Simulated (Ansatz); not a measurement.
# TaHCl+ (triplet): wave-function methods side by side, def2-TZVPP

The task here is to estimate one member of a computed series from the others.

Method: def2-TZVPP, core rule «outside noble gas», up to 9 orbitals frozen; program: Ansatz 0.2.0, Gaussian basis.

To be run: UHF; ROHF; CCSD(T) on UHF.

### The geometry

The geometry is a PBE0/def2-TZVP stationary point (not a proven minimum) of the parent state, kept for this charge and spin. No spin-orbit coupling is included. Elements past krypton take def2 core potentials.

3 atoms, charge 1, spin multiplicity 3.

Atoms are counted from 1 here; the program's logs count them from 0.

Bond lengths: Ta1–Cl2 2.311 Å, Ta1–H3 1.863 Å. Angles: Cl2–Ta1–H3 180.0°.

Set-up of the first run:

in.yaml reads:

```yaml
crystal:
  periodic: [false, false, false]
  atoms:
    - {symbol: Ta, position_ang: [0.000000, 0.000000, 0.149600]}
    - {symbol: Cl, position_ang: [0.000000, 0.000000, -2.161700]}
    - {symbol: H, position_ang: [0.000000, 0.000000, 2.012100]}
basis:
  gaussian: {orbitals: def2-TZVPP}
total_charge: 1
magnetization: {spin_polarized: true, initial_magnetization: 2}
hamiltonian: {xc: hf}
output: {orbitals: {seedname: orbitals}}
```

Started as:

```sh
ansatz run in.yaml --threads 1 --pin off --events-out ev --progress --plain --max-ram 4096MiB --backend cpu
```

Steps of the session up to this table: UHF; ROHF; CCSD(T) on UHF.

One of the session's tables, all rows but one given; the rest of the session is left out.

| method | from UCCSD(T) (meV) |
| --- | --- |
| ROHF | +8571.4 |
| UHF | ? |
| UMP2 | +1107.4 |
| UCCSD | +407.9 |
| UCCSD(T) | 0 |

Q: Estimate the row for UHF from the others.

As computed: from UCCSD(T) (meV): +8422.1. In the column «from UCCSD(T) (meV)» it lies between UMP2 (+1107.4) and ROHF (+8571.4).
